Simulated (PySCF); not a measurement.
# HoI2 (Ho(I)2+): the cost of one run

Computed with PySCF 2.14.0. Level: PBE0, Ho lcecp-1-SVP with ECP56, I def2-SVP with ECP28; scalar-relativistic core potentials, no spin–orbit coupling.

1 further run of the same task is left out (for a known fault of the program).

## 1. Where the work starts

3 atoms, charge 1, spin multiplicity 1.

Bond lengths: Ho1–I2 2.934 Å, Ho1–I3 2.934 Å. Angles: I2–Ho1–I3 131.8°.

As a file:

```xyz
3

Ho    0.0000    0.0000    0.0000
I     2.6782    0.0000    1.1986
I    -2.6782    0.0000    1.1986
```

Formal oxidation states: Ho +3. Each metal's 10 4f electrons lie in its core potential, so multiplicities, spins and levels count the valence alone.

## 2. SCF at the start, singlet

File run.py (the lines that set the calculation):

```python
mol = gto.M(atom='''
Ho     0.00000     0.00000     0.00000
I      2.67820     0.00000     1.19860
I     -2.67820     0.00000     1.19860''',
    basis={'Ho': 'lcecp-1-SVP', 'I': 'def2-SVP'},
    ecp={'Ho': 'lcecp-1-SVP', 'I': 'def2-SVP'},
    charge=1, spin=0)
mf = dft.RKS(mol, xc='PBE0')
mf.grids.atom_grid = (50, 194)  # f atoms: unpruned, at least (60, 302)
mf = mf.density_fit()  # fitting sets: Ho AutoAux, I def2-universal-JKFIT
mf.conv_tol = 1e-08; mf.max_cycle = 55
mf.kernel(dm0)  # dm0: free metal ions and neutral atoms
```

On the command line:

```console
> OMP_NUM_THREADS=2 python run.py
```

What time and memory should one allow on 2 threads of Intel Xeon 6975P-C (Granite Rapids), shared host?

About 2.5 s, with a peak of 0.36 GiB.
